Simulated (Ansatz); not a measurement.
**C₂H₂BBr (SMILES B#CCBr): a relaxed scan of the bond length C3–Br4**

The task here is to estimate one member of a computed series from the others.

Computed with Ansatz 0.2.0, Gaussian basis. Level: single points in def2-TZVPP.

Levels: PBE-D4, r2SCAN-D4, PBE0-D4, B3LYP-D4, wB97M-V, Hartree-Fock, MP2, CCSD, CCSD(T). The scan takes 1.784, 1.824, 1.882, 1.950, 2.026, 2.107, 2.193, 2.284, 2.379 Å.

Cores are frozen in the correlated methods. Filled d shells of the heavier atoms are correlated. B3LYP uses VWN-RPA correlation.

23 further runs of the same task are left out: 23 set aside as unsound or not needed.

## Starting geometry

The minimum, relaxed at PBE0-D4: SMILES `B#CCBr`, 6 atoms, charge 0, spin multiplicity 1.

Atoms are counted from 1 here; the program's logs count them from 0.

Bond lengths: B1–C2 1.408 Å, C2–C3 1.412 Å, C3–Br4 1.982 Å, C3–H5 1.094 Å, C3–H6 1.098 Å. Angles: B1–C2–C3 144.0°, C2–C3–Br4 117.5°, C2–C3–H5 113.2°, C2–C3–H6 109.2°, Br4–C3–H5 105.5°, Br4–C3–H6 104.1°, H5–C3–H6 106.4°.

As a file:

```
B     0.00945   -2.24496    0.45482
C    -0.10291   -0.84984    0.60697
C     0.12701    0.38998   -0.02769
Br   -1.37488    1.19176   -1.04344
H     0.97121    0.36808   -0.72269
H     0.37011    1.14500    0.73203
```

Energies of the minimum (eV), from earlier single points: PBE-D4 -72809.33752, r2SCAN-D4 -72821.25740, PBE0-D4 -72811.65792, B3LYP-D4 -72824.57382, wB97M-V -72818.15781, CCSD(T) -72777.92087.

At the minimum the bond length C3–Br4 is 1.982 Å.

Set-up of the first run:

Contents of relax/in.yaml:

```yaml
crystal:
  periodic: [false, false, false]
  atoms:
    - {symbol: B, position_ang: [0.009450, -2.244960, 0.454817]}
    - {symbol: C, position_ang: [-0.102906, -0.849842, 0.606967]}
    - {symbol: C, position_ang: [0.127007, 0.389978, -0.027690]}
    - {symbol: Br, position_ang: [-1.224511, 1.111481, -0.941741]}
    - {symbol: H, position_ang: [0.971209, 0.368080, -0.722690]}
    - {symbol: H, position_ang: [0.370111, 1.144997, 0.732034]}
basis:
  gaussian: {orbitals: def2-TZVP}
hamiltonian: {xc: pbe0, dispersion: d4}
relax: {f_tol: 0.005, max_steps: 200, constraints: [{distance: [2, 3]}]}
```

The command line of these runs was not kept.

Among the steps run: C3–Br4 = 1.784 Å; C3–Br4 = 1.824 Å; C3–Br4 = 1.882 Å; C3–Br4 = 1.950 Å; C3–Br4 = 2.026 Å; C3–Br4 = 2.107 Å; C3–Br4 = 2.193 Å; C3–Br4 = 2.284 Å; C3–Br4 = 2.379 Å.

One table of the session follows, with a row left open; its other results are not shown here.

Energies less that of the minimum at the same level (kcal/mol):

```
bond length (Å)  PBE-D4  PBE0-D4  B3LYP-D4  wB97M-V  Hartree-Fock
          1.784     9.2      7.5       9.4      7.4           8.3
          1.824     5.9      4.4       5.9      4.3           4.8
          1.882     2.6      1.6       2.5      1.4           1.7
          1.950     0.5      0.1       0.5      0.1           0.1
1.982 (minimum)     0.0      0.0       0.0      0.0           0.0
          2.026    -0.3      0.2      -0.2      0.4           0.3
          2.107     0.1      1.6       0.4      2.1           1.9
          2.193     1.1      3.8       1.8      4.8           4.5
          2.284       ?        ?         ?        ?             ?
          2.379     4.1      9.8       6.1     12.0          11.0
```

Q: Estimate the row for bond length (Å) = 2.284 from the others.

Worked estimate for «PBE-D4». A straight line through the neighbours (2.193, 1.1) and (2.379, 4.1) gives 1.1 + (4.1 − 1.1) × (2.284 − 2.193) / (2.379 − 2.193) = 2.6; a parabola fitted to 3 rows on both sides gives 2.4.

**Answer.** PBE-D4: 2.6; PBE0-D4: 6.7; B3LYP-D4: 3.9; wB97M-V: 8.2; Hartree-Fock: 7.7. In «PBE-D4» the line misses by 0.0 and the parabola by -0.2.

Caveats from the session: A polynomial through the near points puts the CCSD(T) minimum 0.015 Å below the PBE0-D4 value. The T1 diagnostic is large here, over the usual mark for main-group molecules (transition-metal compounds often pass it harmlessly), so CCSD(T) itself may be off.
